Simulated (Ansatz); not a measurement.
# GaH2Se radical (SMILES [GaH2][Se]): functionals against CCSD(T) at one geometry

One table from this session's results is given with a row withheld; the runs are named, their logs left out.

Program: Ansatz 0.2.0, Gaussian basis. Level of theory: single points in def2-TZVPP. These are calculated values, not measurements.

Correlated methods freeze the cores. Filled d shells of the heavier atoms are correlated. Orbitals are unrestricted. B3LYP uses VWN-RPA correlation.

### The system as given

4 atoms, charge 0, spin multiplicity 2.

Atoms are counted from 1 here; the program's logs count them from 0.

Bond lengths: Ga1–Se2 2.306 Å, Ga1–H3 1.536 Å, Ga1–H4 1.588 Å. Angles: Se2–Ga1–H3 123.2°, Se2–Ga1–H4 117.4°, H3–Ga1–H4 119.2°.

Geometry (Å):

```xyz
4
GaH2Se
Ga   -0.18030    0.02550    0.01270
Se    1.96830   -0.28160    0.79060
H    -1.35880   -0.87310    0.41720
H    -0.40610    1.15400   -1.08200
```

Set-up of the first run:

Contents of run/in.yaml:

```yaml
crystal:
  periodic: [false, false, false]
  atoms:
    - {symbol: Ga, position_ang: [-0.180300, 0.025500, 0.012700]}
    - {symbol: Se, position_ang: [1.968300, -0.281600, 0.790600]}
    - {symbol: H, position_ang: [-1.358800, -0.873100, 0.417200]}
    - {symbol: H, position_ang: [-0.406100, 1.154000, -1.082000]}
basis:
  gaussian: {orbitals: def2-TZVPP}
magnetization: {spin_polarized: true, initial_magnetization: 1}
correlation: {method: ccsd_t}
scf: {omitted_lower_state_checks: [cluster_reference]}
output: {forces: true}
```

The command line of these runs was not kept.

Among the steps run: CCSD(T)/def2-TZVPP; PBE0-D4/def2-TZVPP; wB97M-V/def2-TZVPP; r2SCAN-D4/def2-TZVPP; PBE-D4/def2-TZVPP; B3LYP-D4/def2-TZVPP; LC-wPBE/def2-TZVPP.

One of the session's tables, all rows but one given; the rest of the session is left out.

```
   method  RMS force component (eV/Å)  angle to CCSD(T) forces (°)  dipole (D)
  CCSD(T)                       0.270                    reference        0.68
  PBE0-D4                       0.258                         15.3        0.80
  wB97M-V                           ?                            ?           ?
r2SCAN-D4                       0.261                         23.7        0.82
   PBE-D4                       0.246                         32.3        0.82
 B3LYP-D4                       0.255                         10.8        0.77
  LC-wPBE                       0.306                         23.6        0.88
```

Q: Estimate the row for wB97M-V from the others.

The run gave: RMS force component (eV/Å): 0.274; angle to CCSD(T) forces (°): 7.0; dipole (D): 0.81. In the column «RMS force component (eV/Å)» it lies between CCSD(T) (0.270) and LC-wPBE (0.306).
